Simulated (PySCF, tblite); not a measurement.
# C4H9F2NSi: geometry, infrared bands and NMR shifts

What infrared bands and NMR shifts should C4H9F2NSi (`FC(F)/C=C\CN[SiH3]`) show?

Computed with tblite 0.8.0 and PySCF 2.14.0, with density-fitted response routines of our own, on a single molecule in the gas phase. Atoms count from 0, in the outputs and in this text.

### 1 The molecule as given

17 atoms, charge 0, multiplicity 1; geometry from: force field or distance geometry start.

Bonds of the start (Å): F0–C1 1.34, C1–F2 1.37, C1–C3 1.49, C3–C4 1.35, C4–C5 1.49, C5–N6 1.45, N6–Si7 1.71, C1–H8 1.10, C3–H9 1.08, C4–H10 1.10, C5–H11 1.10, C5–H12 1.09, N6–H13 1.02, Si7–H14 1.47, Si7–H15 1.49, Si7–H16 1.47.

### 2 Geometry optimisation with GFN2-xTB

The job: settings as JSON, then the geometry in Å.

```
{"job": {"kind": "relax", "xc": "GFN2-xTB", "basis": "xTB"}, "charge": 0, "multiplicity": 1}
F     -2.893800     1.384500    -1.449000
C     -1.812900     0.875200    -0.832400
F     -2.275700     0.204300     0.269800
C     -1.096300    -0.054700    -1.753900
C      0.054200    -0.728900    -1.525900
C      0.957200    -0.749400    -0.335600
N      0.488300     0.038700     0.790400
Si     1.407500     0.311000     2.211100
H     -1.180600     1.706700    -0.500600
H     -1.597000    -0.194700    -2.698600
H      0.407000    -1.359400    -2.351200
H      1.091000    -1.798600    -0.028400
H      1.936900    -0.378700    -0.653500
H     -0.399600    -0.360200     1.094500
H      1.611300    -1.004000     2.842300
H      0.607900     1.195200     3.097300
H      2.687600     0.925000     1.813600
```

Launch:

```bash
$ OMP_NUM_THREADS=1 python probes_run.py task.json out
```

One launch serves the whole session: the jobs run in the order shown.

**Question.** This job is followed by: GFN2-xTB harmonic vibrations, gas phase; GIAO PBE0/pcSseg-1 NMR shielding, non-relativistic, gas phase. Predict these results of the whole session: strongest single infrared mode (GFN2-xTB); zero-point energy (GFN2-xTB); 13C shifts against TMS (PBE0/pcSseg-1); 1H shifts against TMS (PBE0/pcSseg-1, means over atoms taken as alike); 19F shifts against CFCl3 (PBE0/pcSseg-1, means over atoms taken as alike); 15N shifts against NH3 (PBE0/pcSseg-1); 29Si shifts against TMS (PBE0/pcSseg-1).

**Answer**, as computed:

```
                                                                 quantity                                   value
                                strongest single infrared mode (GFN2-xTB)                   2184 cm⁻¹, 402 km/mol
                                             zero-point energy (GFN2-xTB)                           76.2 kcal/mol
                                   13C shifts against TMS (PBE0/pcSseg-1)           147.0, 134.5, 118.3, 51.5 ppm
   1H shifts against TMS (PBE0/pcSseg-1, means over atoms taken as alike)  8.10, 6.05, 6.04, 4.69, 3.88, 0.37 ppm
19F shifts against CFCl3 (PBE0/pcSseg-1, means over atoms taken as alike)                              -131.5 ppm
                                   15N shifts against NH3 (PBE0/pcSseg-1)                                26.3 ppm
                                  29Si shifts against TMS (PBE0/pcSseg-1)                               -55.3 ppm
```

Relaxing lowered the energy by 0.221 eV in 88 steps; the close pair that moved most is C3–C4, from 1.353 to 1.325 Å. All 45 modes are real, so the xTB geometry is a minimum. The strongest single mode, at 2184 cm⁻¹, moves mainly H14. Unscaled tight-binding wavenumbers are off by several per cent, some by more. Its intensities can rank the bands wrongly. H8 (hydrogen on an allylic sp3 CH bonded to 2 F) lies farthest downfield among hydrogen, at 8.10 ppm; its carbon carries F, an electronegative neighbour. At PBE0/pcSseg-1: The largest span, 224 ppm, is at C4, where the paramagnetic term is -217 ppm.
